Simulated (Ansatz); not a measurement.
I need a convergence test of the k-point mesh of ZnRh3, space group I4/mmm. Use the Python package of Ansatz (0.2.0). Use (first run): LDA, PAW, the default cutoff (420 eV here), 3×3×3 k-points, Fermi-Dirac smearing of 0.1 eV. The script varies mesh: (3, 3, 3), (4, 4, 4), (5, 5, 5), (7, 7, 7), (8, 8, 8), (10, 10, 10).

```
Zn Rh
1.0
    -1.89814    1.89814    3.78818
     1.89814   -1.89814    3.78818
     1.89814    1.89814   -3.78818
Zn Rh
1 3
Direct
  0.00000 0.00000 0.00000
  0.75000 0.25000 0.50000
  0.25000 0.75000 0.50000
  0.50000 0.50000 0.00000
```

The script, `znrh3.py`:
```python
"""Convergence of ZnRh3 with the k-point mesh."""

import csv

import ansatz as az
import numpy as np

config = {
    "xc": "lda",
}


def main() -> None:
    vectors = np.array([
        [-1.898142, 1.898142, 3.788181],
        [1.898142, -1.898142, 3.788181],
        [1.898142, 1.898142, -3.788181],
    ])
    znrh3 = (
        az.Lattice.of(vectors)
        .atom("Zn", [0.0, 0.0, 0.0])
        .atom("Rh", [0.75, 0.25, 0.5])
        .atom("Rh", [0.25, 0.75, 0.5])
        .atom("Rh", [0.5, 0.5, 0.0])
    )

    base = (
        znrh3.calculation()
        .functional(config["xc"])
        .pseudopotentials("paw")
        .occupations(az.OccupationsMethod.FERMI_DIRAC)
        .stress()
    )

    rows = []
    for value in [(3, 3, 3), (4, 4, 4), (5, 5, 5), (7, 7, 7), (8, 8, 8), (10, 10, 10)]:
        r = base.kpoints(mesh=value).run(threads=1, backend="cpu").report
        rows.append((value, r["free_energy_ev"] / len(r["lattice"]["sites"]), r["n_iterations"], sum(r["stress_gpa"][i][i] for i in range(3)) / 3, r["n_kpoints"]))

    with open("kconv.csv", "w", newline="") as handle:
        writer = csv.writer(handle)
        writer.writerow(["mesh", "F/atom (eV)", "iterations", "P (GPa)", "k-points"])
        writer.writerows([round(v, 5) if isinstance(v, float) else v for v in row] for row in rows)

    # the last row is the reference
    for row in rows[:-1]:
        shift = 1000 * (row[1] - rows[-1][1])
        print(f"{row[0]}: {shift:+.2f} meV/atom" + ("  (within 1 meV)" if abs(shift) < 1 else ""))


if __name__ == "__main__":
    main()
```

`python znrh3.py` gives:
```text
DeckWarning: basis.ecutwfc = 420 eV, auto-derived from the records' recommended cutoffs: set by Zn (normal level)
(3, 3, 3): -38.69 meV/atom
(4, 4, 4): +31.57 meV/atom
(5, 5, 5): -1.44 meV/atom
(7, 7, 7): +0.05 meV/atom  (within 1 meV)
(8, 8, 8): +1.72 meV/atom
```
(Warnings from the package without file and line.)

`kconv.csv`, as written:
```csv
mesh,F/atom (eV),iterations,P (GPa),k-points
"(3, 3, 3)",-5520.74995,7,-10.96804,6
"(4, 4, 4)",-5520.67969,8,-9.59929,13
"(5, 5, 5)",-5520.7127,8,-10.08859,18
"(7, 7, 7)",-5520.71121,8,-10.17916,40
"(8, 8, 8)",-5520.70954,8,-10.11354,59
"(10, 10, 10)",-5520.71126,8,-10.17295,102
```

Reading the output:
- Pressure is positive in compression.
- A row within the bound is followed by one outside it, so the series isn't shown to be converged.
- At these settings the cell as given stands under about -10 GPa, so it isn't at this functional's equilibrium volume.
- The structure comes from a database of computed cells and needn't be a stable or known phase.
- Shifts are counted from the finest mesh, which is itself no proven limit.
- Wall time of the script: 21 s on 1 thread of Arm Neoverse V2 (shared host), peak memory 0.5 GiB.
